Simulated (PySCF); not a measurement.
# CH2BrF (Methane, bromofluoro-): the cost of one run

Programs: PySCF 2.14.0, with density-fitted response routines of our own. Each step states its level of theory. These are calculated values for one molecule in the gas phase, unless marked as measured. Atoms count from 0, in the outputs and in this text.

**1. Starting geometry**

5 atoms, charge 0, multiplicity 1; geometry from: MMFF94s.

Bonds of the start (Å): F0–C1 1.36, C1–Br2 1.93, C1–H3 1.09, C1–H4 1.09.

**2. Geometry optimisation at PBE0-D3(BJ)/def2-SVP**

What the job is given:

```
{"job": {"xc": "PBE0", "basis": "def2-SVP", "d3": "d3bj", "grid": 1, "kind": "geom"}, "charge": 0, "multiplicity": 1}
F     -0.762382     1.132808    -0.136637
C     -0.148146    -0.065925     0.011770
Br     1.771914     0.152522    -0.055572
H     -0.413007    -0.490228     0.982052
H     -0.448380    -0.729177    -0.801613
```

Command:

```sh
$ OMP_NUM_THREADS=1 python probes_run.py task.json out
```

This one command runs all jobs of the session in turn.

**Question.** How long does this first job take on 1 thread of Arm Neoverse N1, shared host, and how much memory does it need?

About 11 s, with a peak of 0.29 GiB.
